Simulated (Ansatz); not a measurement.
**TaRu: a tetragonal deformation path**

Aim: for TaRu, follow a tetragonal deformation at fixed volume.

Method: DFT PBEsol, scalar-relativistic, plane waves, PAW, in Ansatz 0.2.0.

### 1 The system as given

Symmetry: Pm-3m, No. 221, cubic system. Conventional cell: a = 3.187 Å, b = 3.187 Å, c = 3.187 Å, α = 90.00°, β = 90.00°, γ = 90.00°. Ta (site symmetry m-3m) has 8 Ru at 2.76 Å in its first shell of neighbours. Ru (site symmetry m-3m) is surrounded by 8 Ta at 2.76 Å.

Structure file:

```
Ta Ru
1.0
     3.18700    0.00000    0.00000
     0.00000    3.18700    0.00000
     0.00000    0.00000    3.18700
Ta Ru
1 1
Direct
  0.50000 0.50000 0.50000
  0.00000 0.00000 0.00000
```

No relaxation comes first: the listed cell is the starting point.

### 2 The reference cell

The reference gives a free energy of -15623.4839 eV, pressure -10.98 GPa, largest force 0.000 eV/Å and gap on the mesh none (metal). It was computed beforehand with the settings of the runs below.

### 3 Setting up a tetragonal deformation path

At fixed volume and fractional coordinates, lengths along (0.000, 0.000, 1.000) are scaled against those across it; ρ is that ratio over its starting value.

### 4 Point ρ = 0.707

File input.yaml:

```yaml
crystal:
  lattice:
    - [3.5774666364, 0.0, 0.0]
    - [0.0, 3.5774666364, 0.0]
    - [0.0, 0.0, 2.529268912]
  atoms:
    - { symbol: Ta, position: [0.5, 0.5, 0.5] }
    - { symbol: Ru, position: [0.0, 0.0, 0.0] }
basis:
  ecutwfc: 420
kpoints:
  mp_grid: { grid: [16, 16, 16] }
hamiltonian:
  xc: pbesol
scf:
  occupations: { method: gaussian, width: 0.15 }
output:
  forces: true
  stress: true
  eigenvalues: true
  write_density: true
  write_potential: true
  elf: true
  volumetric_format: npy
```

Launch:

```console
$ ansatz run input.yaml --threads 1 --pin off --max-ram 2560MiB --backend cpu --events-out ev --progress --plain --runs-dir out
```

Output, cut to the lines that bear on the results:

```text
Warning: RAYON_NUM_THREADS=1 ignored (pool sized by the plan → 1); use --threads N
[...]
Pseudopotentials: kind: paw
Pseudopotential: Ta, paw, valence charge 13, recommended cutoff 420 eV (normal), Ta.paw.azcp
Pseudopotential: Ru, paw, valence charge 16, recommended cutoff 420 eV (normal), Ru.paw.azcp
Functional definition: PBEsol
[...]
Crystal: 2 atoms, lattice volume = 32.370 Å³
Basis set: ecut = 420 eV, 621 PW (Γ), exchange–correlation on 48×48×36 points (8 copies of the dense FFT grid, shifted against one another)
Bands: 19, of which v1, the nominal top of the filled ones, is band 15 counted from 1 (14 counted from 0)
Symmetry: 16 space group operations
Space group: P4/mmm (ITA 123), of the structure as read, at distance tolerance 3.2e-5 Å
k-points: 405 of 4096
[...]
SCF iter   1: F=—  HF=-15622.412156 eV  |F-HF|=—  |Δ(HF+E_count)|=         —  Δρ=1.70e-2  dr2=7.27e-2  ethr=1.77e-3  ⟨swp⟩=5.0  Hψ=33176  notcnv=0
[...]
SCF iter   6: F=-15622.402477 eV  HF=-15622.402477 eV  |F-HF|=1.28e-8  |Δ(HF+E_count)|=   9.64e-8  Δρ=1.70e-5  dr2=3.72e-8  ethr=3.45e-10  ⟨swp⟩=7.5  Hψ=46563  notcnv=0
[...]
SCF converged after 6 iterations
Free energy (F): -15622.402477 eV
[...]
E sigma→0 (E₀):  -15622.386788 eV
Entropy (-TS):   -0.031377 eV (-15.689 meV/atom)
Fermi energy:    20.271823 eV
[...]
--- Forces (eV/Å), atoms counted from 1 ---
  atom   1  Ta     0.00000000     0.00000000     0.00000000
  atom   2  Ru     0.00000000    -0.00000000     0.00000000
[...]
--- Stress (GPa, compression-positive) ---
      -14.107902       0.000000       0.000000
        0.000000     -14.107902       0.000000
        0.000000       0.000000      32.206014
  P = ⅓ Tr σ = 1.3301 GPa (13.301 kbar)
--- Band table (eV; the first three rows and the last of 405) ---
  k-point 0: bands = ["-52.1947", "-47.6082", "-22.1993", "-22.1993", "-21.7739", "-14.1488", "-14.1488", "-12.9369", "12.1974", "14.8946", "15.1479", "16.8316", "18.4392", "20.5384", "20.5384", "23.1234", "25.1199", "25.8995", "25.8995"]
[...]
```

It took 15 s on 1 thread of Arm Neoverse V1, shared host; peak memory 0.46 GiB.

Density in a lattice plane of the grid's cell (edges 3.58 and 2.53 Å, at 0.000 of the third edge), which holds Ru.

Ten even steps from '0' (0.16 e/Å³) to '9' (10.12 e/Å³):
```
998642100000000000124689
876421000000000000012467
554210000000000000001245
222100000000000000000122
110000000000000000000001
000000000000000000000000
000000000000000000000000
000000000000000000000000
110000000000000000000001
222100000000000000000122
554210000000000000001245
876421000000000000012467
998642100000000000124689
998742100000000000124789
```
Columns run along the first of these edges and rows up along the second, over one cell in 24 and 14 even steps from the bottom left corner. Atoms in the plane (fractional): Ru at (0.00, 0.00).

ELF in the same plane.

Values, 8 rows by 12 columns:
```
0.52 0.63 0.60 0.32 0.23 0.29 0.31 0.29 0.23 0.32 0.60 0.63
0.62 0.56 0.39 0.25 0.28 0.31 0.31 0.31 0.28 0.25 0.39 0.56
0.32 0.29 0.26 0.31 0.37 0.33 0.29 0.33 0.37 0.31 0.26 0.29
0.28 0.29 0.32 0.38 0.41 0.34 0.28 0.34 0.41 0.38 0.32 0.29
0.32 0.29 0.26 0.31 0.37 0.33 0.29 0.33 0.37 0.31 0.26 0.29
0.62 0.56 0.39 0.25 0.28 0.31 0.31 0.31 0.28 0.25 0.39 0.56
0.52 0.63 0.60 0.32 0.23 0.29 0.31 0.29 0.23 0.32 0.60 0.63
0.15 0.49 0.66 0.38 0.21 0.27 0.31 0.27 0.21 0.38 0.66 0.49
```
Columns run along the first of these edges and rows up along the second, over one cell in 12 and 8 even steps from the bottom left corner. Atoms in the plane (fractional): Ru at (0.00, 0.00).

Both are smooth fields of the valence electrons: close to the nuclei they are not physical.

### 5 At ρ = 1.414

File input.yaml:

```yaml
crystal:
  lattice:
    - [2.839437151, 0.0, 0.0]
    - [0.0, 2.839437151, 0.0]
    - [0.0, 0.0, 4.0149641316]
  atoms:
    - { symbol: Ta, position: [0.5, 0.5, 0.5] }
    - { symbol: Ru, position: [0.0, 0.0, 0.0] }
basis:
  ecutwfc: 420
kpoints:
  mp_grid: { grid: [16, 16, 16] }
hamiltonian:
  xc: pbesol
scf:
  occupations: { method: gaussian, width: 0.15 }
output:
  forces: true
  stress: true
  eigenvalues: true
```

Launch:

```console
$ ansatz run input.yaml --threads 1 --pin off --max-ram 2560MiB --backend cpu --events-out ev --progress --plain --runs-dir out
```

Output, cut to the lines that bear on the results:

```text
Warning: RAYON_NUM_THREADS=1 ignored (pool sized by the plan → 1); use --threads N
[...]
[... 4 set-up lines as earlier in the session ...]
[...]
Crystal: 2 atoms, lattice volume = 32.370 Å³
Basis set: ecut = 420 eV, 657 PW (Γ), exchange–correlation on 40×40×54 points (8 copies of the dense FFT grid, shifted against one another)
Bands: 19, of which v1, the nominal top of the filled ones, is band 15 counted from 1 (14 counted from 0)
[... 2 set-up lines as earlier in the session ...]
k-points: 405 of 4096
[...]
SCF iter   1: F=—  HF=-15623.188500 eV  |F-HF|=—  |Δ(HF+E_count)|=         —  Δρ=1.88e-2  dr2=1.90e-1  ethr=1.77e-3  ⟨swp⟩=5.0  Hψ=31761  notcnv=0
[...]
SCF converged after 7 iterations
Free energy (F): -15623.171255 eV
[...]
E sigma→0 (E₀):  -15623.159228 eV
Entropy (-TS):   -0.024055 eV (-12.028 meV/atom)
Fermi energy:    19.959034 eV
[...]
--- Forces (eV/Å), atoms counted from 1 ---
  atom   1  Ta     0.00000000    -0.00000000     0.00000000
  atom   2  Ru    -0.00000000    -0.00000000     0.00000000
[...]
--- Stress (GPa, compression-positive) ---
       -5.606928       0.000000       0.000000
        0.000000      -5.606928       0.000000
        0.000000       0.000000     -21.405152
  P = ⅓ Tr σ = -10.8730 GPa (-108.730 kbar)
--- Band table (eV; the first three rows and the last of 405) ---
  k-point 0: bands = ["-52.1940", "-47.6055", "-22.2431", "-22.0407", "-22.0407", "-14.1235", "-13.6943", "-13.6943", "12.0876", "14.9011", "15.5937", "18.7282", "18.7282", "19.2313", "20.5700", "21.6533", "23.4124", "25.1816", "25.1816"]
[...]
```

Run time: 15 s. Hardware: 1 thread of Arm Neoverse V1, shared host; peak memory 0.47 GiB.

### 6 ρ = 0.850

input.yaml, as its differences from that of step 5:

```diff
@@ -2,5 +2,5 @@
   lattice:
-    - [2.839437151, 0.0, 0.0]
-    - [0.0, 2.839437151, 0.0]
-    - [0.0, 0.0, 4.0149641316]
+    - [3.3644113408, 0.0, 0.0]
+    - [0.0, 3.3644113408, 0.0]
+    - [0.0, 0.0, 2.8597496397]
   atoms:
```

Launch:

```console
$ ansatz run input.yaml --threads 1 --pin off --max-ram 2560MiB --backend cpu --events-out ev --progress --plain --runs-dir out
```

Output, cut to the lines that bear on the results:

```text
Warning: RAYON_NUM_THREADS=1 ignored (pool sized by the plan → 1); use --threads N
[...]
[... 4 set-up lines as earlier in the session ...]
[...]
Crystal: 2 atoms, lattice volume = 32.370 Å³
Basis set: ecut = 420 eV, 649 PW (Γ), exchange–correlation on 48×48×40 points (8 copies of the dense FFT grid, shifted against one another)
Bands: 19, of which v1, the nominal top of the filled ones, is band 15 counted from 1 (14 counted from 0)
[... 2 set-up lines as earlier in the session ...]
k-points: 405 of 4096
[...]
SCF iter   1: F=—  HF=-15623.363024 eV  |F-HF|=—  |Δ(HF+E_count)|=         —  Δρ=1.30e-2  dr2=7.11e-2  ethr=1.77e-3  ⟨swp⟩=5.0  Hψ=31845  notcnv=0
[...]
SCF iter   6: F=-15623.356533 eV  HF=-15623.356533 eV  |F-HF|=2.76e-9  |Δ(HF+E_count)|=   1.62e-7  Δρ=7.88e-6  dr2=9.71e-9  ethr=3.45e-10  ⟨swp⟩=4.1  Hψ=30736  notcnv=0
[...]
SCF converged after 6 iterations
Free energy (F): -15623.356533 eV
[...]
E sigma→0 (E₀):  -15623.343553 eV
Entropy (-TS):   -0.025960 eV (-12.980 meV/atom)
Fermi energy:    20.491572 eV
[...]
--- Forces (eV/Å), atoms counted from 1 ---
  atom   1  Ta     0.00000000     0.00000000     0.00000000
  atom   2  Ru    -0.00000000     0.00000000     0.00000000
[...]
--- Stress (GPa, compression-positive) ---
      -16.749841       0.000000       0.000000
        0.000000     -16.749841       0.000000
        0.000000       0.000000       4.753244
  P = ⅓ Tr σ = -9.5821 GPa (-95.821 kbar)
--- Band table (eV; the first three rows and the last of 405) ---
  k-point 0: bands = ["-52.0848", "-47.6797", "-22.1606", "-22.1606", "-21.8687", "-14.1148", "-14.1148", "-13.7409", "12.1266", "14.9539", "15.3173", "17.6795", "19.3749", "19.3749", "20.5030", "22.7908", "25.0631", "25.0631", "25.0873"]
[...]
```

It took 11 s on 1 thread of Arm Neoverse V1, shared host; peak memory 0.47 GiB.

### 7 ρ = 1.200

input.yaml, as its differences from that of step 6:

```diff
@@ -2,5 +2,5 @@
   lattice:
-    - [3.3644113408, 0.0, 0.0]
-    - [0.0, 3.3644113408, 0.0]
-    - [0.0, 0.0, 2.8597496397]
+    - [2.999081824, 0.0, 0.0]
+    - [0.0, 2.999081824, 0.0]
+    - [0.0, 0.0, 3.5988981889]
   atoms:
```

Launch:

```console
$ ansatz run input.yaml --threads 1 --pin off --max-ram 2560MiB --backend cpu --events-out ev --progress --plain --runs-dir out
```

Output, cut to the lines that bear on the results:

```text
[...]
SCF converged after 6 iterations
Free energy (F): -15623.497182 eV
[...]
E sigma→0 (E₀):  -15623.484521 eV
Entropy (-TS):   -0.025323 eV (-12.661 meV/atom)
Fermi energy:    20.373572 eV
[...]
--- Forces (eV/Å), atoms counted from 1 ---
  atom   1  Ta     0.00000000    -0.00000000     0.00000000
  atom   2  Ru    -0.00000000     0.00000000     0.00000000
[...]
--- Stress (GPa, compression-positive) ---
       -6.935601       0.000000       0.000000
        0.000000      -6.935601       0.000000
        0.000000       0.000000     -18.044118
  P = ⅓ Tr σ = -10.6384 GPa (-106.384 kbar)
--- Band table (eV; the first three rows and the last of 405) ---
  k-point 0: bands = ["-52.1123", "-47.7424", "-22.1775", "-22.0398", "-22.0398", "-14.1833", "-13.9812", "-13.9812", "12.1102", "14.9584", "15.3574", "18.4014", "18.4014", "19.7426", "20.5040", "22.4677", "24.9367", "25.0528", "25.0528"]
[...]
```

Run time: 12 s. Hardware: 1 thread of Arm Neoverse V1, shared host; peak memory 0.47 GiB.

### 8 ρ = 0.780

input.yaml, as its differences from that of step 7:

```diff
@@ -2,5 +2,5 @@
   lattice:
-    - [2.999081824, 0.0, 0.0]
-    - [0.0, 2.999081824, 0.0]
-    - [0.0, 0.0, 3.5988981889]
+    - [3.4621870631, 0.0, 0.0]
+    - [0.0, 3.4621870631, 0.0]
+    - [0.0, 0.0, 2.7005059092]
   atoms:
```

Launch:

```console
$ ansatz run input.yaml --threads 1 --pin off --max-ram 2560MiB --backend cpu --events-out ev --progress --plain --runs-dir out
```

Output, cut to the lines that bear on the results:

```text
[...]
SCF converged after 6 iterations
Free energy (F): -15622.988084 eV
[...]
E sigma→0 (E₀):  -15622.973119 eV
Entropy (-TS):   -0.029929 eV (-14.965 meV/atom)
Fermi energy:    20.275075 eV
[...]
--- Forces (eV/Å), atoms counted from 1 ---
  atom   1  Ta     0.00000000     0.00000000     0.00000000
  atom   2  Ru    -0.00000000     0.00000000     0.00000000
[...]
--- Stress (GPa, compression-positive) ---
      -19.689617       0.000000       0.000000
        0.000000     -19.689617       0.000000
        0.000000       0.000000      21.192905
  P = ⅓ Tr σ = -6.0621 GPa (-60.621 kbar)
--- Band table (eV; the first three rows and the last of 405) ---
  k-point 0: bands = ["-52.0539", "-47.6553", "-22.1492", "-22.1492", "-21.6978", "-14.1393", "-14.1393", "-13.4544", "12.1435", "14.9063", "15.3511", "17.2630", "19.5815", "19.9467", "19.9467", "23.0449", "25.1546", "25.3636", "25.3636"]
[...]
```

Wall time 11 s (1 thread of Arm Neoverse V1, shared host); peak memory 0.47 GiB.

### 9 ρ = 1.300

input.yaml, as its differences from that of step 8:

```diff
@@ -2,5 +2,5 @@
   lattice:
-    - [3.4621870631, 0.0, 0.0]
-    - [0.0, 3.4621870631, 0.0]
-    - [0.0, 0.0, 2.7005059092]
+    - [2.9201216624, 0.0, 0.0]
+    - [0.0, 2.9201216624, 0.0]
+    - [0.0, 0.0, 3.7961581611]
   atoms:
```

Launch:

```console
$ ansatz run input.yaml --threads 1 --pin off --max-ram 2560MiB --backend cpu --events-out ev --progress --plain --runs-dir out
```

Output, cut to the lines that bear on the results:

```text
Warning: RAYON_NUM_THREADS=1 ignored (pool sized by the plan → 1); use --threads N
[...]
[... 4 set-up lines as earlier in the session ...]
[...]
Crystal: 2 atoms, lattice volume = 32.370 Å³
Basis set: ecut = 420 eV, 633 PW (Γ), exchange–correlation on 40×40×54 points (8 copies of the dense FFT grid, shifted against one another)
Bands: 19, of which v1, the nominal top of the filled ones, is band 15 counted from 1 (14 counted from 0)
[... 2 set-up lines as earlier in the session ...]
k-points: 405 of 4096
[...]
SCF iter   1: F=—  HF=-15623.346001 eV  |F-HF|=—  |Δ(HF+E_count)|=         —  Δρ=1.25e-2  dr2=7.07e-2  ethr=1.77e-3  ⟨swp⟩=5.0  Hψ=31630  notcnv=0
[...]
SCF iter   6: F=-15623.339912 eV  HF=-15623.339912 eV  |F-HF|=1.61e-8  |Δ(HF+E_count)|=   7.32e-7  Δρ=1.50e-5  dr2=3.58e-8  ethr=3.45e-10  ⟨swp⟩=3.8  Hψ=33206  notcnv=0
[...]
SCF converged after 6 iterations
Free energy (F): -15623.339912 eV
[...]
E sigma→0 (E₀):  -15623.325481 eV
Entropy (-TS):   -0.028862 eV (-14.431 meV/atom)
Fermi energy:    20.113303 eV
[...]
--- Forces (eV/Å), atoms counted from 1 ---
  atom   1  Ta     0.00000000     0.00000000     0.00000000
  atom   2  Ru    -0.00000000     0.00000000     0.00000000
[...]
--- Stress (GPa, compression-positive) ---
       -5.464190       0.000000       0.000000
        0.000000      -5.464190       0.000000
        0.000000       0.000000     -20.794507
  P = ⅓ Tr σ = -10.5743 GPa (-105.743 kbar)
--- Band table (eV; the first three rows and the last of 405) ---
  k-point 0: bands = ["-52.1150", "-47.7010", "-22.1937", "-22.0009", "-22.0009", "-14.1774", "-13.8762", "-13.8762", "12.0968", "14.9233", "15.4902", "18.5164", "18.5164", "19.8747", "20.2037", "22.2175", "24.5578", "25.1239", "25.1239"]
[...]
```

Wall time 11 s (1 thread of Arm Neoverse V1, shared host); peak memory 0.47 GiB.

### 10 Point ρ = 0.920

input.yaml, as its differences from that of step 9:

```diff
@@ -2,5 +2,5 @@
   lattice:
-    - [2.9201216624, 0.0, 0.0]
-    - [0.0, 2.9201216624, 0.0]
-    - [0.0, 0.0, 3.7961581611]
+    - [3.2768215243, 0.0, 0.0]
+    - [0.0, 3.2768215243, 0.0]
+    - [0.0, 0.0, 3.0146758023]
   atoms:
@@ -20 +20,5 @@
   eigenvalues: true
+  write_density: true
+  write_potential: true
+  elf: true
+  volumetric_format: npy
```

Launch:

```console
$ ansatz run input.yaml --threads 1 --pin off --max-ram 2560MiB --backend cpu --events-out ev --progress --plain --runs-dir out
```

Output, cut to the lines that bear on the results:

```text
[...]
SCF converged after 6 iterations
Free energy (F): -15623.491869 eV
[...]
E sigma→0 (E₀):  -15623.477083 eV
Entropy (-TS):   -0.029571 eV (-14.785 meV/atom)
Fermi energy:    20.761180 eV
[...]
--- Forces (eV/Å), atoms counted from 1 ---
  atom   1  Ta     0.00000000     0.00000000     0.00000000
  atom   2  Ru    -0.00000000    -0.00000000     0.00000000
[...]
--- Stress (GPa, compression-positive) ---
      -12.238532       0.000000       0.000000
        0.000000     -12.238532       0.000000
        0.000000       0.000000      -7.734538
  P = ⅓ Tr σ = -10.7372 GPa (-107.372 kbar)
--- Band table (eV; the first three rows and the last of 405) ---
  k-point 0: bands = ["-52.1306", "-47.6952", "-22.1590", "-22.1590", "-22.0524", "-14.0800", "-14.0800", "-13.9305", "12.1235", "15.0293", "15.2119", "18.1105", "18.9253", "18.9253", "21.2460", "22.4270", "24.9335", "24.9335", "25.0039"]
[...]
```

It took 16 s on 1 thread of Arm Neoverse V1, shared host; peak memory 0.46 GiB.

Density in a lattice plane of the grid's cell (edges 3.28 and 3.01 Å, at 0.000 of the third edge), which holds Ru.

Ten even steps from '0' (0.21 e/Å³) to '9' (10.10 e/Å³):
```
998742100000000000124789
887532100000000000123578
554321000000000000012345
332110000000000000001123
111000000000000000000011
000000000000000000000000
000000000000000000000000
000000000000000000000000
000000000000000000000000
000000000000000000000000
000000000000000000000000
000000000000000000000000
111000000000000000000011
332110000000000000001123
554321000000000000012345
887532100000000000123578
998742100000000000124789
998753100000000000135789
```
Columns run along the first of these edges and rows up along the second, over one cell in 24 and 18 even steps from the bottom left corner. Atoms in the plane (fractional): Ru at (0.00, 0.00).

ELF in the same plane.

Ten even steps from ' ' (0.14) to '@' (0.67):
```
--++##@@@@##==......::------::......==##@@@@##++
##%%@@@@@@**==....::----==----::....==**@@@@@@%%
@@@@@@@@##++--..::::--======--::::..--++##@@@@@@
######**++--::::::--====++====--::::::--++**####
==------::::::----======++======----::::::------
..........::--======================--::........
......::::--====++==============++====--::::....
::------====++++++==============++++++====------
========++++++++++======--======++++++++++======
::------====++++++==============++++++====------
......::::--====++==============++====--::::....
..........::--======================--::........
==------::::::----======++======----::::::------
######**++--::::::--====++====--::::::--++**####
@@@@@@@@##++--..::::--======--::::..--++##@@@@@@
##%%@@@@@@**==....::----==----::....==**@@@@@@%%
--++##@@@@##==......::------::......==##@@@@##++
  ::++%%@@##==......::------::......==##@@%%++::
```
Columns run along the first of these edges and rows up along the second, over one cell in 24 and 18 even steps from the bottom left corner. Atoms in the plane (fractional): Ru at (0.00, 0.00).

Both are smooth fields of the valence electrons: close to the nuclei they are not physical.

### 11 ρ = 1.100

File input.yaml:

```yaml
crystal:
  lattice:
    - [3.0873402987, 0.0, 0.0]
    - [0.0, 3.0873402987, 0.0]
    - [0.0, 0.0, 3.3960743286]
  atoms:
    - { symbol: Ta, position: [0.5, 0.5, 0.5] }
    - { symbol: Ru, position: [0.0, 0.0, 0.0] }
basis:
  ecutwfc: 420
kpoints:
  mp_grid: { grid: [16, 16, 16] }
hamiltonian:
  xc: pbesol
scf:
  occupations: { method: gaussian, width: 0.15 }
output:
  forces: true
  stress: true
  eigenvalues: true
```

Launch:

```console
$ ansatz run input.yaml --threads 1 --pin off --max-ram 2560MiB --backend cpu --events-out ev --progress --plain --runs-dir out
```

Output, cut to the lines that bear on the results:

```text
Warning: RAYON_NUM_THREADS=1 ignored (pool sized by the plan → 1); use --threads N
[...]
[... 4 set-up lines as earlier in the session ...]
[...]
Crystal: 2 atoms, lattice volume = 32.370 Å³
Basis set: ecut = 420 eV, 643 PW (Γ), exchange–correlation on 48×48×48 points (8 copies of the dense FFT grid, shifted against one another)
Bands: 19, of which v1, the nominal top of the filled ones, is band 15 counted from 1 (14 counted from 0)
[... 2 set-up lines as earlier in the session ...]
k-points: 405 of 4096
[...]
SCF iter   1: F=—  HF=-15623.548721 eV  |F-HF|=—  |Δ(HF+E_count)|=         —  Δρ=9.53e-3  dr2=3.89e-2  ethr=1.77e-3  ⟨swp⟩=5.0  Hψ=31465  notcnv=0
[...]
SCF iter   6: F=-15623.544558 eV  HF=-15623.544558 eV  |F-HF|=9.93e-10  |Δ(HF+E_count)|=   1.17e-8  Δρ=3.06e-6  dr2=1.51e-9  ethr=2.37e-10  ⟨swp⟩=2.7  Hψ=28546  notcnv=0
[...]
SCF converged after 6 iterations
Free energy (F): -15623.544558 eV
[...]
E sigma→0 (E₀):  -15623.532688 eV
Entropy (-TS):   -0.023740 eV (-11.870 meV/atom)
Fermi energy:    20.728847 eV
[...]
--- Forces (eV/Å), atoms counted from 1 ---
  atom   1  Ta     0.00000000    -0.00000000    -0.00000000
  atom   2  Ru    -0.00000000     0.00000000     0.00000000
[...]
--- Stress (GPa, compression-positive) ---
      -12.020566      -0.000000       0.000000
       -0.000000     -12.020566      -0.000000
        0.000000      -0.000000      -9.050025
  P = ⅓ Tr σ = -11.0304 GPa (-110.304 kbar)
--- Band table (eV; the first three rows and the last of 405) ---
  k-point 0: bands = ["-52.1545", "-47.7080", "-22.1568", "-22.1372", "-22.1372", "-14.1186", "-14.0010", "-14.0010", "12.1221", "15.0254", "15.2113", "18.4072", "18.4072", "19.1619", "21.1915", "22.3953", "24.8835", "24.9845", "24.9845"]
[...]
```

Wall time 12 s (1 thread of Arm Neoverse V1, shared host); peak memory 0.47 GiB.

### 12 At ρ = 0.650

input.yaml, as its differences from that of step 11:

```diff
@@ -2,5 +2,5 @@
   lattice:
-    - [3.0873402987, 0.0, 0.0]
-    - [0.0, 3.0873402987, 0.0]
-    - [0.0, 0.0, 3.3960743286]
+    - [3.6791227507, 0.0, 0.0]
+    - [0.0, 3.6791227507, 0.0]
+    - [0.0, 0.0, 2.391429788]
   atoms:
```

Launch:

```console
$ ansatz run input.yaml --threads 1 --pin off --max-ram 2560MiB --backend cpu --events-out ev --progress --plain --runs-dir out
```

Output, cut to the lines that bear on the results:

```text
[...]
SCF converged after 6 iterations
Free energy (F): -15621.792270 eV
[...]
E sigma→0 (E₀):  -15621.783459 eV
Entropy (-TS):   -0.017622 eV (-8.811 meV/atom)
Fermi energy:    20.376636 eV
[...]
--- Forces (eV/Å), atoms counted from 1 ---
  atom   1  Ta     0.00000000     0.00000000     0.00000000
  atom   2  Ru    -0.00000000    -0.00000000     0.00000000
[...]
--- Stress (GPa, compression-positive) ---
      -11.902481       0.000000       0.000000
        0.000000     -11.902481       0.000000
        0.000000       0.000000      54.879387
  P = ⅓ Tr σ = 10.3581 GPa (103.581 kbar)
--- Band table (eV; the first three rows and the last of 405) ---
  k-point 0: bands = ["-52.3733", "-47.6367", "-22.2787", "-22.2787", "-21.7923", "-14.2089", "-14.2089", "-12.3613", "12.2702", "14.7823", "14.8816", "16.4845", "17.4863", "21.0944", "21.0944", "22.9741", "24.9255", "25.2733", "25.2733"]
[...]
```

It took 13 s on 1 thread of Arm Neoverse V1, shared host; peak memory 0.46 GiB.

(Part 1 of 2 ends here.)
